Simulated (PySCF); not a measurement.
# The bond of ZrCl+, level by level

One table from this session's results is given with a row withheld; the runs are named, their logs left out.

Computed with PySCF 2.14.0. Level: Zr def2-TZVPPD with ECP28, Cl def2-TZVPPD, scalar-relativistic core potentials.

Set-up of the first run:

Settings of the job:

- atoms: Zr, Cl
- charge: 1
- basis: Zr def2-TZVPPD with ECP28, Cl def2-TZVPPD
- Hamiltonian: scalar-relativistic core potentials
- basis functions: 107
- electrons treated: 28
- masses in u: 89.9047, 34.9689
- levels: PBE0, PBE, r²SCAN, BHandHLYP, TPSS, r²SCAN0, TPSSh, M06, ωB97M-V, HF, MP2, SCS-MP2, CCSD, CCSD(T)
- grid: 80 radial by 434 angular points
- occupations: held fixed by the projection of orbital angular momentum
- dissociation limit: Zr+ + Cl, each in its ground configuration
- starting distance in angstrom: 2.475
- values of 2S to try: 0, 2, 4, 6

On the command line:

```
$ OMP_NUM_THREADS=2 python dia.py task.json out
```

Steps of the session up to this table: Input; First curve: PBE0; Higher solutions at PBE0; PBE; r²SCAN; BHandHLYP (global hybrid GGA); TPSS; r²SCAN0; TPSSh; M06; ωB97M-V (range-separated hybrid); UHF (mean field); MP2 and coupled cluster.

One of the session's tables, all rows but one given; the rest of the session is left out.

Energy (eV) from each level's lowest point:

| R (Å) | UHF | UHF-MP2 | UHF-SCS-MP2 | UHF-CCSD | UHF-CCSD(T) |
| --- | --- | --- | --- | --- | --- |
| 1.920 | 2.024 | 1.510 | 1.622 | n/a | n/a |
| 2.010 | 1.010 | 0.655 | 0.732 | 0.774 | 0.760 |
| 2.099 | 0.406 | 0.192 | 0.237 | 0.261 | 0.253 |
| 2.166 | 0.152 | 0.035 | 0.057 | 0.068 | 0.064 |
| 2.233 | 0.027 | 0.000 | 0.000 | 0.000 | 0.000 |
| 2.300 | 0.000 | 0.059 | 0.037 | 0.026 | 0.030 |
| 2.389 | ? | ? | ? | ? | ? |
| 2.501 | 0.289 | 0.581 | 0.500 | 0.463 | 0.479 |
| 2.635 | 0.650 | 1.072 | 0.957 | 0.912 | 0.934 |
| 2.814 | 1.214 | 1.772 | 1.623 | n/a | n/a |

Q: Estimate the row for R (Å) = 2.389 from the others.

Worked estimate for «UHF». A straight line through the neighbours (2.300, 0.000) and (2.501, 0.289) gives 0.000 + (0.289 − 0.000) × (2.389 − 2.300) / (2.501 − 2.300) = 0.128; a parabola fitted to 4 rows on both sides gives 0.088.

As computed: UHF: 0.075; UHF-MP2: 0.242; UHF-SCS-MP2: 0.193; UHF-CCSD: 0.169; UHF-CCSD(T): 0.178. In «UHF» the line misses by +0.053 and the parabola by +0.013.

Limits of these values: Lowest PBE0 solution found, without spin–orbit coupling: ³Δ (triplet), unpaired electrons σ ↑, δ ↑. Spin–orbit coupling is left out. Warnings in the runs' records: inverted.
